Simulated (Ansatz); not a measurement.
# a series on the rocksalt structure: LuP, LuAs, LuSb, LuBi: a table of relaxed lattice constants and trends

Computed with the Ansatz DFT code, driven from Python.

Notebook, run cell by cell (the value of a cell's last expression is shown):

```python
import warnings

import ansatz as az
import numpy as np


def rocksalt(A, B, a):
    return (
        az.Lattice.fcc(a)
        .space_group(225)
        .atom(A, (0, 0, 0))
        .atom(B, (0.5, 0.5, 0.5))
        .primitive()
    )
```

```python
def ground_state(name, crystal, relax=True):
    calc = crystal.calculation()
    calc = calc.basis(420)
    calc = calc.functional("LDA")
    calc = calc.kpoints(spacing=0.16)
    calc = calc.occupations("cold", width=0.05).stress()
    calc = calc.band_table()
    if relax:
        calc = calc.relax(force_tolerance=0.02, max_steps=60, cell=True)
    return calc.run(threads=1, pin="off")
```

```python
def bulk_modulus(name, outcome, step=0.01):
    # B = -V dP/dV from the pressures of two uniformly scaled cells, atoms held at their fractions
    pressure = []
    for factor in (1 - step, 1.0, 1 + step):
        cell = az.Crystal(lattice=az.Lattice.of(outcome.lattice.cell_ang * factor ** (1 / 3)))
        for site in outcome.report["lattice"]["sites"]:
            cell = cell.atom(site["symbol"], site["position_frac"])
        pressure.append(np.trace(ground_state(name, cell, relax=False).report["stress_gpa"]) / 3)
    slope, bend = (pressure[0] - pressure[2]) / (2 * step), abs(pressure[0] + pressure[2] - 2 * pressure[1])
    # a jump of mesh or basis between the cells shows as a kink: no modulus then
    return float(slope) if bend < 12 * step**2 * abs(slope) + 0.15 and abs(pressure[1]) < 1.5 else float("nan")


def volume_per_atom(outcome):
    return abs(np.linalg.det(outcome.lattice.cell_ang)) / len(outcome.lattice.sites)

# the lattice constants below are starting guesses
warnings.simplefilter("ignore", az.DeckWarning)

phases = {}
phases["LuP"] = rocksalt("Lu", "P", 5.45)
phases["LuAs"] = rocksalt("Lu", "As", 5.68)
phases["LuSb"] = rocksalt("Lu", "Sb", 6.05)
phases["LuBi"] = rocksalt("Lu", "Bi", 6.21)
```

```python
done = {}
for name, crystal in phases.items():
    try:
        done[name] = ground_state(name, crystal)
    except az.NonConvergedError as error:
        print(name, "did not converge:", str(error)[:120])
```

```python
rows = [(name, (4 * len(o.lattice.sites) * volume_per_atom(o)) ** (1 / 3), volume_per_atom(o), bulk_modulus(name, o)) for name, o in done.items()]
print("  compound       a (A)  V (A^3/atom)     B (GPa)")
for row in rows:
    print(f"{str(row[0]):>10}  {row[1]:10.3f}  {row[2]:12.3f}  {row[3]:10.0f}")
```

      compound       a (A)  V (A^3/atom)     B (GPa)
           LuP       5.391        19.584         101
          LuAs       5.547        21.338          92
          LuSb       5.929        26.059          73
          LuBi       6.062        27.846          67

From smallest to largest: LuP (19.58 Å³), LuAs (21.34 Å³), LuSb (26.06 Å³) and LuBi (27.85 Å³). The largest is 42 % above the smallest.

What to keep in mind:
- The bulk modulus is taken at fixed shape and positions, an upper value where these are free.
- Pressure is positive in compression.
- Spin-orbit coupling, which matters for elements this heavy, is left out.
- The cells are built on a prototype by substitution; a member may or may not take this structure in nature.
- Wall time of the script: 3.3 min on 1 thread of Arm Neoverse V2, with other jobs on the host, peak memory 0.48 GiB.
